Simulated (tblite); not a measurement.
# CH2BeF2O: the cost of one run

Programs: tblite 0.8.0 and PySCF 2.14.0. All values are calculated, for the isolated system unless a continuum is named. Atoms count from 0, parts from 1.

## (1) The system as given

7 atoms, charge 0, multiplicity 1; geometry: rigid parts in contact. Parts: 1 = atoms 0–2, `[F][Be][F]`, charge 0; 2 = atoms 3–6, `C=O`, charge 0.

## (2) Docking the parts with GFN2-xTB

The job: settings as JSON, then the geometry in Å.

```
{"job": {"kind": "dock", "xc": "GFN2-xTB", "basis": "xTB"}, "charge": 0, "multiplicity": 1, "parts": [{"atoms": "0-2", "charge": 0, "multiplicity": 1}, {"atoms": "3-6", "charge": 0, "multiplicity": 1}]}
F     -0.646535    -0.044919     1.206391
Be     0.000043    -0.000531    -0.000061
F      0.646492     0.045450    -1.206330
C      2.215207    -1.863414     0.628364
O      1.824827    -0.774713     0.917271
H      2.675242    -2.547334     1.361411
H      2.146597    -2.271028    -0.394293
```

Level: GFN2-xTB search for minima from random contacts, gas phase.

Command:

```console
OMP_NUM_THREADS=1 python cluster_run.py task.json out
```

The driver reads the jobs from task.json and runs them one after another.

Q: Estimate the wall time of this first job on 1 thread of Intel Xeon Platinum 8375C at 2.90GHz, shared host.

About 4.3 s.
